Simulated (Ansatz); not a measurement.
# Potassium, omega (AlB2-type) under LDA: ground state and equation of state

The plan for potassium in the omega (AlB2-type) structure: relax it, solve it on a dense k-mesh, then scale the cell to 7 volumes from 88 to 112 % of the relaxed one and try a fit of the equation of state. Spin polarisation is left out. The k-meshes are 5×5×7 for the relaxation; 7×7×10 for the dense run; 6×6×8 for the volumes.

Program: Ansatz 0.2.0. Level of theory: DFT LDA (PW92), plane waves (420 eV) with PAW, scalar-relativistic; PBE-made PAW files. These are calculated values, not measurements.

## Step 1: The system as given

Symmetry: P6/mmm, No. 191, hexagonal system. Conventional cell: a = 7.387 Å, b = 7.387 Å, c = 4.528 Å, α = 90.00°, β = 90.00°, γ = 120.00°. K (site symmetry -6m2) is surrounded by 3 K at 4.26 Å.

As a file:

```xyz
3
Lattice="7.3867 0.0000 0.0000 -3.6934 6.3971 0.0000 0.0000 0.0000 4.5281" Properties=species:S:1:pos:R:3 pbc="T T T"
K     0.0000    0.0000    0.0000
K     0.0000    4.2647    2.2640
K     3.6934    2.1324    2.2640
```

## Step 2: Relaxation of the cell

input.yaml reads:

```yaml
crystal:
  lattice:
    - [7.3867433931, 0.0, 0.0]
    - [-3.6933716966, 6.3971074297, 0.0]
    - [0.0, 0.0, 4.5280737]
  atoms:
    - { symbol: K, position: [0.0, 0.0, 0.0] }
    - { symbol: K, position: [0.3333333333, 0.6666666667, 0.5] }
    - { symbol: K, position: [0.6666666667, 0.3333333333, 0.5] }
hamiltonian:
  xc: lda
  pseudopotentials:
    kind: paw
    azcp:
      K: "pseudopotentials/K.paw.azcp"
basis:
  ecutwfc: 420
  fft_grid_basis: typed
kpoints:
  mp_grid: { grid: [5, 5, 7], shift: [0, 0, 0] }
magnetization:
  spin_polarized: false
scf:
  occupations: { method: fermi_dirac, width: 0.1 }
relax:
  max_steps: 60
  f_tol: 0.01
  cell: {}
output:
  write_density: true
  write_potential: true
  elf: true
  volumetric_format: npy
```

Launch:

```sh
$ ansatz run input.yaml --threads 2 --pin off --max-ram 5120MiB --backend cpu --events-out ev --progress --plain --runs-dir out
```

After this run come: The energy on a finer k-mesh; The cell scaled to 88 % of its volume; The cell scaled to 92 % of its volume; The cell scaled to 96 % of its volume; The cell scaled to 100 % of its volume; The cell scaled to 104 % of its volume; The cell scaled to 108 % of its volume; The cell scaled to 112 % of its volume.

**Question.** What will these runs give? Wanted: space group; conventional cell; volume; shortest distance; gap on the mesh; relative to bcc; V₀, B₀, B₀′.

As calculated:

| quantity | value |
| --- | --- |
| space group (spins left aside) | P6/mmm (No. 191) |
| conventional cell | a = 7.221 Å, c = 4.301 Å (c/a = 0.596) |
| volume | 64.740 Å³/atom |
| shortest distance | 4.169 Å |
| gap on the mesh | none (levels filled in part) |
| relative to bcc | +10 meV/atom |
| V₀, B₀, B₀′ | 64.565 Å³/atom, 4.4 GPa, 3.8 |

From the guessed start the volume shrank by 9.2 % in 5 steps. Against the reference form of potassium (bcc, computed apart with the same settings) it stands 10 meV/atom higher. No gap shows: it is a metal or semimetal at this level. The fitted modulus is 4.4 GPa, a soft solid; letting shape and positions relax at each volume could only lower it. The symmetry was held, so the structure may be unstable against distortions that break it.
